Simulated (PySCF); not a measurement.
# C₃H₉BSi: electronic excitations and core binding energies

Aim: predict the electronic excitations and core binding energies of C₃H₉BSi (`B1CC[SiH2]C1`).

Programs: PySCF 2.14.0, with density-fitted response routines of our own. Each step states its level of theory. These are calculated values for one molecule in the gas phase, unless marked as measured. Atoms count from 0, in the outputs and in this text.

## (1) The starting structure

14 atoms, charge 0, multiplicity 1; geometry from: GFN2-xTB.

Bonds of the start (Å): B0–C1 1.57, C1–C2 1.54, C2–Si3 1.91, Si3–C4 1.91, C4–B0 1.57, B0–H5 1.17, C1–H6 1.09, C1–H7 1.10, C2–H8 1.09, C2–H9 1.09, Si3–H10 1.47, Si3–H11 1.47, C4–H12 1.09, C4–H13 1.09.

## (2) Excited states and response: CAM-B3LYP/def2-SVPD

The job: settings as JSON, then the geometry in Å.

```
{"job": {"kind": "uv", "xc": "CAM-B3LYP", "basis": "def2-SVPD", "nstates": 8, "ntriplets": 3}, "charge": 0, "multiplicity": 1}
B      0.413486     1.389771    -0.064447
C      1.359043     0.165485     0.229869
C      0.662084    -1.173902    -0.075935
Si    -1.202675    -0.861794     0.161825
C     -1.084544     0.979470    -0.318017
H      0.789035     2.500168    -0.032348
H      2.344404     0.210158    -0.241120
H      1.559796     0.214671     1.307416
H      1.071655    -1.980565     0.531704
H      0.854030    -1.445946    -1.115629
H     -1.625737    -1.042020     1.557081
H     -2.046234    -1.664717    -0.730520
H     -1.278951     1.076523    -1.389272
H     -1.816068     1.632225     0.157228
```

Method: TDDFT CAM-B3LYP/def2-SVPD, vertical, gas phase, core orbitals frozen in the response.

The run is started by

```sh
$ OMP_NUM_THREADS=1 python probes_run.py task.json out
```

This one command runs all jobs of the session in turn.

Standard output:

```text
coarse grid: 11552 points
cycle   1  E = -433.6852367402  dE =  4.316e-01  |g| = 3.865e-01  |ddm| = 4.900e+00
cycle   2  E = -433.6949302192  dE = -9.693e-03  |g| = 3.457e-01  |ddm| = 9.537e-01
cycle   3  E = -433.7265079263  dE = -3.158e-02  |g| = 3.309e-02  |ddm| = 4.359e-01
cycle   4  E = -433.7268453172  dE = -3.374e-04  |g| = 9.268e-03  |ddm| = 8.624e-02
cycle   5  E = -433.7268686000  dE = -2.328e-05  |g| = 2.392e-03  |ddm| = 2.022e-02
cycle   6  E = -433.7268701831  dE = -1.583e-06  |g| = 6.314e-04  |ddm| = 4.701e-03
final grid: 105112 points
cycle   7  E = -433.7942603554  dE = -2.614e-05  |g| = 3.373e-03  |ddm| = 5.413e-02
cycle   8  E = -433.7942606143  dE = -2.589e-07  |g| = 3.284e-03  |ddm| = 9.682e-03
cycle   9  E = -433.7942633953  dE = -2.781e-06  |g| = 1.452e-04  |ddm| = 3.944e-03
cycle  10  E = -433.7942634017  dE = -6.432e-09  |g| = 7.366e-05  |ddm| = 5.510e-04
cycle  11  E = -433.7942634033  dE = -1.558e-09  |g| = 1.578e-05  |ddm| = 1.492e-04
cycle  12  E = -433.7942634034  dE = -8.458e-11  |g| = 4.966e-06  |ddm| = 3.308e-05
converged SCF energy = -433.7942634034

Static polarisability (au): isotropic 72.535, principal 61.963 74.252 81.389

Singlet excitations
state   eV       nm        f      main configurations
  1   5.7741    214.7   0.00413   H-1->L 0.59, H->L 0.34
  2   5.9020    210.1   0.00023   H-2->L 0.40, H->L 0.33, H-1->L 0.21
  3   6.7408    183.9   0.00229   H-2->L 0.45, H->L 0.30, H-1->L 0.10
  4   7.3096    169.6   0.01046   H-4->L 0.71, H-3->L 0.10, H-2->L 0.09
  5   7.5461    164.3   0.00652   H->L+1 0.86
  6   7.8011    158.9   0.00620   H-1->L+1 0.83, H->L+2 0.09
  7   7.8877    157.2   0.00878   H-3->L 0.69, H-4->L 0.14
  8   7.9991    155.0   0.08170   H->L+2 0.72

Triplet excitations (Tamm-Dancoff, eV): 5.3292 5.4296 6.4916
```

It took 40 s on 1 thread of Arm Neoverse N1, shared host; peak memory 0.76 GiB.

The orbitals next to the gap, with their largest atomic shares:

| orbital | eV | atoms |
| --- | --- | --- |
| HOMO−3 | -10.54 | Si3 28 %, H10 19 %, H11 17 % |
| HOMO−2 | -10.22 | C1 21 %, B0 20 %, C4 18 % |
| HOMO−1 | -9.66 | B0 18 %, Si3 17 %, C1 15 % |
| HOMO | -9.42 | C2 26 %, C4 22 %, Si3 21 % |
| LUMO | 0.25 | B0 45 %, C4 14 %, C1 13 % |
| LUMO+1 | 1.02 | B0 41 %, Si3 15 %, C1 5 % |
| LUMO+2 | 1.58 | Si3 25 %, C2 12 %, H11 10 % |

With each of the 8 states as a Gaussian band of 0.4 eV half-width at 1/e, the curve within the window shown has maxima at 214 nm (ε 180), 155 nm (ε 4,000) L/(mol cm). Beyond the last state computed it falls off for lack of states. The curve at chosen wavelengths:

```
 nm  ε (L/mol/cm)
149          2070
153          3654
156          3928
160          3005
163          2065
167          1187
171           716
174           494
178           296
181           205
185           133
189            90
192            69
196            61
199            71
203           102
207           140
210           163
214           176
217           169
221           144
225           108
228            82
232            51
235            34
239            19
```

Ground-state properties from the same run:

| property | computed |
| --- | --- |
| dipole moment (D) | 0.31 |
| polarisability (Å³) | 10.75 |
| HOMO–LUMO gap (eV) | 9.67 |
| −ε(HOMO) (eV) | 9.42 |

## (3) Core-electron binding energies: SCAN, X2C

The job, as its differences from that of step 2:

```diff
@@ -1,2 +1,2 @@
-{"job": {"kind": "uv", "xc": "CAM-B3LYP", "basis": "def2-SVPD", "nstates": 8, "ntriplets": 3}, "charge": 0, "multiplicity": 1}
+{"job": {"kind": "xps"}, "charge": 0, "multiplicity": 1}
 B      0.413486     1.389771    -0.064447
```

Method: delta-SCF UKS SCAN, pcX-2 on the ionised atom, pcseg-1 elsewhere, spin-free X2C.

Standard output:

```text
ground state, core basis on atom 0 (B), 150 functions
  cycle   1  E = -434.46067557  |g| = 6.03e-01
  cycle   2  E = -434.33775796  |g| = 8.71e-01
  cycle   3  E = -434.56035179  |g| = 6.83e-02
  cycle   4  E = -434.56177380  |g| = 1.87e-02
  cycle   5  E = -434.56184577  |g| = 9.41e-03
  cycle   6  E = -434.56186895  |g| = 2.11e-03
  cycle   7  E = -434.56187045  |g| = 8.72e-04
  cycle   8  E = -434.56187143  |g| = 1.22e-04
  E(ground) = -434.60107054 Eh
hole in B 1s of atom 0
  cycle   1  E = -426.95977781  |g| = 1.16e+00
  cycle   2  E = -424.75466590  |g| = 2.01e+00
  cycle   3  E = -427.20122430  |g| = 4.69e-01
  cycle   4  E = -427.36454235  |g| = 1.12e-01
  cycle   5  E = -427.36918769  |g| = 6.58e-02
  cycle   6  E = -427.37133896  |g| = 1.94e-02
  cycle   7  E = -427.37156505  |g| = 8.55e-03
  cycle   8  E = -427.37161611  |g| = 4.03e-03
  cycle   9  E = -427.37163120  |g| = 2.16e-03
  cycle  10  E = -427.37163514  |g| = 1.22e-03
  cycle  11  E = -427.37163605  |g| = 3.76e-04
  E(ion) = -427.41163645 Eh   <S^2> = 0.7962   hole on atom = 1.000   binding energy = 195.634 eV
ground state, core basis on atom 1 (C), 150 functions
  cycle   1  E = -434.56894751  |g| = 5.64e-02
  cycle   2  E = -434.56893718  |g| = 1.35e-02
  cycle   3  E = -434.56892153  |g| = 1.56e-02
  cycle   4  E = -434.56898486  |g| = 8.49e-04
  cycle   5  E = -434.56898465  |g| = 1.93e-04
  E(ground) = -434.60728872 Eh
hole in C 1s of atom 1
  cycle   1  E = -423.34610824  |g| = 1.51e+00
  cycle   2  E = -422.68166668  |g| = 1.81e+00
  cycle   3  E = -423.87063443  |g| = 3.25e-01
  cycle   4  E = -423.91156773  |g| = 8.56e-02
  cycle   5  E = -423.91439553  |g| = 4.07e-02
  cycle   6  E = -423.91523906  |g| = 9.02e-03
  cycle   7  E = -423.91527989  |g| = 4.19e-03
  cycle   8  E = -423.91529204  |g| = 1.19e-03
  cycle   9  E = -423.91529392  |g| = 5.52e-04
  cycle  10  E = -423.91529409  |g| = 1.36e-04
  E(ion) = -423.95206398 Eh   <S^2> = 0.7675   hole on atom = 1.000   binding energy = 289.943 eV
ground state, core basis on atom 2 (C), 150 functions
  cycle   1  E = -434.56993773  |g| = 5.86e-02
  cycle   2  E = -434.56987503  |g| = 2.52e-02
  cycle   3  E = -434.56991162  |g| = 2.20e-02
  cycle   4  E = -434.57003408  |g| = 1.43e-03
  cycle   5  E = -434.57003370  |g| = 3.16e-04
  E(ground) = -434.60812047 Eh
hole in C 1s of atom 2
  cycle   1  E = -423.34474459  |g| = 1.51e+00
  cycle   2  E = -422.60571111  |g| = 1.86e+00
  cycle   3  E = -423.87676074  |g| = 3.28e-01
  cycle   4  E = -423.91909282  |g| = 8.31e-02
  cycle   5  E = -423.92149695  |g| = 3.99e-02
  cycle   6  E = -423.92231008  |g| = 9.54e-03
  cycle   7  E = -423.92236302  |g| = 3.07e-03
  cycle   8  E = -423.92236987  |g| = 9.61e-04
  cycle   9  E = -423.92237005  |g| = 4.46e-04
  E(ion) = -423.95899852 Eh   <S^2> = 0.7682   hole on atom = 1.000   binding energy = 289.777 eV
ground state, core basis on atom 3 (Si), 161 functions
  cycle   1  E = -434.66452339  |g| = 2.87e-01
  cycle   2  E = -434.66456064  |g| = 3.78e-02
  cycle   3  E = -434.66449355  |g| = 3.29e-02
  cycle   4  E = -434.66470601  |g| = 8.23e-03
  cycle   5  E = -434.66472345  |g| = 9.26e-04
  cycle   6  E = -434.66472436  |g| = 1.45e-04
  E(ground) = -434.66109432 Eh
hole in Si 1s of atom 3
  cycle   1  E = -365.76016254  |g| = 4.35e+00
  cycle   2  E = -365.86510975  |g| = 2.13e+00
  cycle   3  E = -366.48773381  |g| = 7.28e-01
  cycle   4  E = -366.78534492  |g| = 2.49e-01
  cycle   5  E = -366.81980632  |g| = 7.95e-02
  cycle   6  E = -366.82264430  |g| = 3.39e-02
  cycle   7  E = -366.82324008  |g| = 5.22e-03
  cycle   8  E = -366.82325226  |g| = 2.77e-03
  cycle   9  E = -366.82325560  |g| = 6.15e-04
  cycle  10  E = -366.82325618  |g| = 1.89e-04
  E(ion) = -366.82758003 Eh   <S^2> = 0.7523   hole on atom = 1.000   binding energy = 1845.844 eV
hole in Si 2p of atom 3
  cycle   1  E = -430.41788419  |g| = 1.24e+00
  cycle   2  E = -430.27236905  |g| = 1.11e+00
  cycle   3  E = -430.70590290  |g| = 2.43e-01
  cycle   4  E = -430.74128764  |g| = 8.44e-02
  cycle   5  E = -430.74457480  |g| = 4.22e-02
  cycle   6  E = -430.74556499  |g| = 4.47e-03
  cycle   7  E = -430.74557370  |g| = 2.27e-03
  cycle   8  E = -430.74557553  |g| = 5.70e-04
  cycle   9  E = -430.74557650  |g| = 1.45e-04
  E(ion) = -430.75293294 Eh   <S^2> = 0.7520   hole on atom = 1.002   binding energy = 106.346 eV
  2p3/2 = 106.130 eV   2p1/2 = 106.753 eV
ground state, core basis on atom 4 (C), 150 functions
  cycle   1  E = -434.56890463  |g| = 6.13e-02
  cycle   2  E = -434.56885461  |g| = 2.92e-02
  cycle   3  E = -434.56897551  |g| = 2.12e-02
  cycle   4  E = -434.56909236  |g| = 3.98e-03
  cycle   5  E = -434.56909826  |g| = 2.79e-04
  E(ground) = -434.60749733 Eh
hole in C 1s of atom 4
  cycle   1  E = -423.35574088  |g| = 1.51e+00
  cycle   2  E = -422.72785248  |g| = 1.78e+00
  cycle   3  E = -423.88881349  |g| = 3.20e-01
  cycle   4  E = -423.92819203  |g| = 9.22e-02
  cycle   5  E = -423.93167618  |g| = 4.23e-02
  cycle   6  E = -423.93259667  |g| = 8.58e-03
  cycle   7  E = -423.93263092  |g| = 4.33e-03
  cycle   8  E = -423.93264153  |g| = 1.00e-03
  cycle   9  E = -423.93264139  |g| = 5.50e-04
  cycle  10  E = -423.93264195  |g| = 2.40e-04
  E(ion) = -423.97003146 Eh   <S^2> = 0.7666   hole on atom = 1.000   binding energy = 289.460 eV
```

It took 99 s on 1 thread of Arm Neoverse N1, shared host; peak memory 0.55 GiB.

The holes in one table. −ε is the ground-state orbital energy:

| hole | stands for | environment | ΔSCF (eV; 2p as the shell's mean) | −ε (eV) | ⟨S²⟩ |
| --- | --- | --- | --- | --- | --- |
| B1s on B0 | B0 | boron bonded to 2 C, H, in a 5-membered ring | 195.63 | 179.9 | 0.796 |
| C1s on C1 | C1 | sp3 CH2 bonded to B | 289.94 | 273.0 | 0.767 |
| C1s on C2 | C2 | sp3 CH2 bonded to Si | 289.78 | 273.1 | 0.768 |
| Si1s on Si3 | Si3 | silicon bonded to 2 C, 2 H, in a 5-membered ring | 1845.84 | 1792.8 | 0.752 |
| Si2p on Si3 | Si3 | silicon bonded to 2 C, 2 H, in a 5-membered ring | 106.34 | 95.6 | 0.752 |
| C1s on C4 | C4 | sp3 CH2 bonded to B and Si | 289.46 | 272.8 | 0.767 |

With the spin-orbit splitting: Si3 2p3/2 106.13, 2p1/2 106.75 eV. The table gives each 2p level as the mean over the whole 2p shell (two parts 2p3/2, one part 2p1/2), which differs a little from the single hole in the log.

## (4) Summary of results

| quantity | value |
| --- | --- |
| lowest singlet (CAM-B3LYP/def2-SVPD) | 5.77 eV (215 nm), f = 0.004 |
| brightest single state of those computed | state 8, 8.00 eV, f = 0.082 |
| lowest triplet | 5.33 eV |
| C1s binding energies, SCAN/pcX-2 | C1 289.94, C2 289.78, C4 289.46 eV |
| B1s binding energies, SCAN/pcX-2 | B0 195.63 eV |
| Si1s binding energies, SCAN/pcX-2 | Si3 1845.84 eV |
| Si2p binding energies, SCAN/pcX-2 | Si3 106.34 eV |

The first singlet state (HOMO−1→LUMO 0.59, HOMO→LUMO 0.34) lies at 5.77 eV and is weak; of the 8 states computed, the strongest absorption comes from state 8 at 8.00 eV (the last computed, so partners may be missing). The lowest triplet lies 0.44 eV below the lowest singlet (triplets in Tamm-Dancoff, singlets in full TDDFT). The C1s levels kept as sound span 0.48 eV, from C4 (sp3 CH2 bonded to B and Si) up to C1 (sp3 CH2 bonded to B).
